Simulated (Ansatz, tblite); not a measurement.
# The cluster Zn₄H₁₄O₄: one state, many levels

How do method and basis change the picture of the cluster Zn₄H₁₄O₄ (singlet)?

Computed with Ansatz 0.2.0, Gaussian basis. Level: as each input shows.

The runs, in order: GFN1-xTB, GFN2-xTB, PBE-D4/def2-TZVP, r2SCAN-D4/def2-TZVP, ωB97M-V/def2-TZVP, HF/def2-TZVP, LC-ωPBE/def2-TZVP, PBE-D4/def2-SVP, PBE0-D4/def2-SVP, HF/6-31G, B3LYP-D4/6-31G, CCSD(T)/def2-SVP, MP2/def2-TZVP, RPA/def2-TZVP.

1 further run of the same task is left out (it didn't finish).

## Step 1: The relaxed structure

The singlet was relaxed beforehand with r2SCAN-D4/def2-SVP.

22 atoms, charge 0, spin multiplicity 1.

Bond lengths: Zn1–O4 2.144 Å, Zn1–H10 1.547 Å, Zn1–H19 1.686 Å, O2–Zn6 2.074 Å, O2–H11 0.992 Å, O2–H12 0.966 Å, Zn3–O4 1.987 Å, Zn3–H9 1.700 Å, Zn3–H14 1.540 Å, O4–Zn7 2.056 Å, O4–H15 0.968 Å, O5–Zn6 1.959 Å, O5–Zn7 1.976 Å, O5–H17 0.967 Å, Zn6–O8 2.106 Å, Zn6–H18 1.543 Å, Zn7–H19 1.821 Å, Zn7–H20 1.555 Å and more. Angles: O4–Zn1–H10 122.5°, O4–Zn1–H19 88.7°, H10–Zn1–H19 132.5°, Zn6–O2–H11 118.5°, Zn6–O2–H12 123.3°, H11–O2–H12 106.6°, O4–Zn3–H9 89.0°, O4–Zn3–H14 130.3°, H9–Zn3–H14 137.1°, Zn1–O4–Zn3 81.6°, Zn1–O4–Zn7 80.9°, Zn1–O4–H15 119.9°, Zn3–O4–Zn7 124.3°, Zn3–O4–H15 118.7°, Zn7–O4–H15 115.9°, Zn6–O5–Zn7 124.6°, Zn6–O5–H17 112.3°, Zn7–O5–H17 111.0° and more.

PBE0-D4/def2-TZVP was run before; its log isn't repeated, and its numbers join the tables.

## Step 2: GFN1-xTB

Tight binding, by tblite at 300 K electronic temperature and without a spin-polarisation term:

```python
tblite.interface.Calculator('GFN1-xTB', numbers, positions, charge=0, uhf=0).singlepoint()
```

Energy -803.0649 eV, HOMO -10.32 eV, LUMO -4.67 eV; 0.014 s.

## Step 3: GFN2-xTB

Tight binding, by tblite at 300 K electronic temperature and without a spin-polarisation term:

```python
tblite.interface.Calculator('GFN2-xTB', numbers, positions, charge=0, uhf=0).singlepoint()
```

Energy -699.0248 eV, HOMO -10.75 eV, LUMO -4.30 eV; 0.01 s.

## Step 4: PBE-D4/def2-TZVP

start.molden holds the orbitals of an earlier run on this state, given as this run's starting guess.

Contents of in.yaml:

```yaml
crystal:
  periodic: [false, false, false]
  atoms:
    - {symbol: Zn, position_ang: [-1.336678, 0.193920, -1.816364]}
    - {symbol: O, position_ang: [-1.163870, -1.044696, 1.476593]}
    - {symbol: Zn, position_ang: [0.496895, -1.791404, -1.826819]}
    - {symbol: O, position_ang: [0.783723, 0.151035, -2.130293]}
    - {symbol: O, position_ang: [1.223864, 0.458065, 0.887514]}
    - {symbol: Zn, position_ang: [0.138838, 0.204172, 2.498147]}
    - {symbol: Zn, position_ang: [0.700908, 1.579093, -0.652891]}
    - {symbol: O, position_ang: [-1.185608, 1.752721, 1.967819]}
    - {symbol: H, position_ang: [-0.950002, -1.420820, -1.014266]}
    - {symbol: H, position_ang: [-2.349109, 0.202812, -2.986085]}
    - {symbol: H, position_ang: [-1.017351, -1.188481, 0.506031]}
    - {symbol: H, position_ang: [-1.486552, -1.882229, 1.834018]}
    - {symbol: H, position_ang: [1.725351, -2.221751, -0.081574]}
    - {symbol: H, position_ang: [1.110674, -3.011174, -2.538638]}
    - {symbol: H, position_ang: [1.152405, 0.439708, -2.977110]}
    - {symbol: H, position_ang: [1.564100, -1.514636, 0.188089]}
    - {symbol: H, position_ang: [2.163043, 0.566184, 1.091098]}
    - {symbol: H, position_ang: [0.494833, -0.063558, 3.975303]}
    - {symbol: H, position_ang: [-1.083563, 1.242943, -0.520632]}
    - {symbol: H, position_ang: [1.212715, 3.023703, -0.913875]}
    - {symbol: H, position_ang: [-1.367817, 1.618219, 1.006370]}
    - {symbol: H, position_ang: [-0.859399, 2.662773, 2.029265]}
basis:
  gaussian: {orbitals: def2-TZVP, initial_orbitals: start.molden}
hamiltonian: {xc: pbe, dispersion: d4}
scf: {omitted_lower_state_checks: [starts]}
output: {forces: true, orbitals: {seedname: orbitals}}
```

Started as:

```
ansatz run in.yaml --threads 2 --pin off --events-out ev --progress --plain --max-ram 32768MiB --backend cuda --devices 0, --max-vram 18GiB
```

Further steps of the session: r2SCAN-D4/def2-TZVP; ωB97M-V/def2-TZVP; HF/def2-TZVP; LC-ωPBE/def2-TZVP; PBE-D4/def2-SVP; PBE0-D4/def2-SVP; HF/6-31G; B3LYP-D4/6-31G; CCSD(T)/def2-SVP; MP2/def2-TZVP; RPA/def2-TZVP.

Q: Predict the results of all the runs planned. Wanted: gap in def2-TZVP, named functionals and Hartree-Fock, smallest and largest; correlation energy, CCSD(T)/def2-SVP; correlation energy, MP2/def2-TZVP; binding an atom, CCSD(T)/def2-SVP; PBE0 total energy, smallest basis above largest.

**Answer**, as computed:

```
                                                                  quantity                            value
gap in def2-TZVP, named functionals and Hartree-Fock, smallest and largest  4.66 eV (PBE-D4), 12.17 eV (HF)
                                      correlation energy, CCSD(T)/def2-SVP                        -58.44 eV
                                         correlation energy, MP2/def2-TZVP                        -76.09 eV
                                         binding an atom, CCSD(T)/def2-SVP                         2.519 eV
                           PBE0 total energy, smallest basis above largest   37.60 eV (def2-SVP, def2-TZVP)
```

In words: Orbital gaps of the named functionals and Hartree-Fock in def2-TZVP span 4.66 eV (PBE-D4) to 12.17 eV (HF); exact exchange widens it. A small miss in a minimal or small basis is a cancelling of errors, not accuracy. The functionals in def2-TZVP miss CCSD(T)/def2-SVP by +0.063 (PBE0-D4) to +0.148 eV (r2SCAN-D4) an atom. The yardstick is in a double-zeta basis, so levels in larger sets aren't compared like for like. The reference is CCSD(T) in one finite basis, so it carries an error of its own, often a tenth of an eV or more, and near misses can't be ranked.
